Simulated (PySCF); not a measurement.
# TlBi: from the state search to spectroscopic constants

One job finds the state of TlBi, follows it along the bond with each method and fits the curves.

Program: PySCF 2.14.0. Level of theory: Tl cc-pVDZ-PP with ECP60, Bi cc-pVDZ-PP with ECP60, scalar-relativistic core potentials. These are calculated values, not measurements.

## (1) Input

A driver script around PySCF takes these settings:

| Property | Result |
| --- | --- |
| atoms | Tl, Bi |
| charge | 0 |
| basis | Tl cc-pVDZ-PP with ECP60, Bi cc-pVDZ-PP with ECP60 |
| Hamiltonian | scalar-relativistic core potentials |
| basis functions | 46 |
| electrons treated | 44 |
| masses in u | 204.9744, 208.9804 |
| levels | PBE0, PBE, r²SCAN, r²SCAN0, TPSS, BLYP, LC-ωPBE, HF, MP2, SCS-MP2, CCSD, CCSD(T) |
| grid | 80 radial by 434 angular points |
| occupations | held fixed by the projection of orbital angular momentum |
| dissociation limit | Tl + Bi, each in its ground configuration |
| starting distance in angstrom | 2.890 |
| values of 2S to try | 0, 2, 4 |

Command:

```
> OMP_NUM_THREADS=1 python dia.py task.json out
```

After this run come: The PBE0 curve of the state that the search chose; Excited determinants; PBE (GGA); r²SCAN (meta-GGA); r²SCAN0 (hybrid meta-GGA); TPSS; BLYP (GGA); LC-ωPBE; ROHF; Correlated methods on the Hartree–Fock reference.

Q: Predict the outcome of this session. Wanted: for each run, Re; ωe; De; μ.

**Answer**, as computed:

Lowest PBE0 solution found, without spin–orbit coupling: ³Σ⁻ (triplet), unpaired electrons π ↑↑. State 2 has its PBE0 minimum 0.30 eV higher, as a spin-mixed determinant (⟨S²⟩ = 1.00), so this is no gap between pure states. State 3 has its PBE0 minimum 0.39 eV higher. State 4 has its PBE0 minimum 0.63 eV higher, as a spin-mixed determinant (⟨S²⟩ = 1.01), so this is no gap between pure states. The other levels ran on the lowest alone.

| level | Re (Å) | ωe (cm⁻¹) | De (eV) | μ (D) |
| --- | --- | --- | --- | --- |
| ROHF | 3.127 | 101.4 | 0.403 | -3.06 |
| ROHF-MP2 | 3.087 | 106.5 | 1.06 | n/a |
| ROHF-SCS-MP2 | 3.110 | 103.3 | 1.00 | n/a |
| ROHF-CCSD | 3.124 | 99.7 | 1.03 | n/a |
| ROHF-CCSD(T) | 3.128 | 98.5 | 1.10 | n/a |
| PBE | 3.110 | 100.8 | 1.70 | -2.08 |
| BLYP | 3.154 | 96.5 | 1.68 | -2.06 |
| TPSS | 3.107 | 100.6 | 1.67 | -2.29 |
| r²SCAN | 3.092 | 102.6 | 1.50 | -2.34 |
| PBE0 | 3.081 | 104.2 | 1.53 | -2.36 |
| r²SCAN0 | 3.073 | 104.9 | 1.41 | -2.47 |
| LC-ωPBE | 3.025 | 111.0 | 1.25 | -2.58 |

De is counted to Tl + Bi in their ground configurations. A positive dipole means Tl(−)Bi(+).

Differences from CCSD(T) in the same basis:

| level | Re (mÅ) | ωe (%) |
| --- | --- | --- |
| ROHF | -1 | +2.9 |
| ROHF-MP2 | -41 | +8.1 |
| ROHF-SCS-MP2 | -18 | +4.9 |
| ROHF-CCSD | -5 | +1.2 |
| PBE | -18 | +2.4 |
| BLYP | +26 | -2.0 |
| TPSS | -22 | +2.1 |
| r²SCAN | -36 | +4.1 |
| PBE0 | -47 | +5.7 |
| r²SCAN0 | -56 | +6.5 |
| LC-ωPBE | -103 | +12.7 |

In words: Judged by CCSD(T) in the same basis: best bond length ROHF (-1 mÅ), worst LC-ωPBE (-103 mÅ); best wavenumber ROHF-CCSD (+1.2 %), worst LC-ωPBE (+12.7 %). CCSD(T) in a basis this small is itself some way from its limit, more so than the functionals. Of the levels with a De here, ROHF gives the least (0.403 eV) and PBE the most (1.70 eV).

Correlated steps freeze 8 core orbitals. Spin–orbit coupling is left out, which matters for elements this heavy, above all for dissociation energies. With spin–orbit coupling the term label itself may not hold.
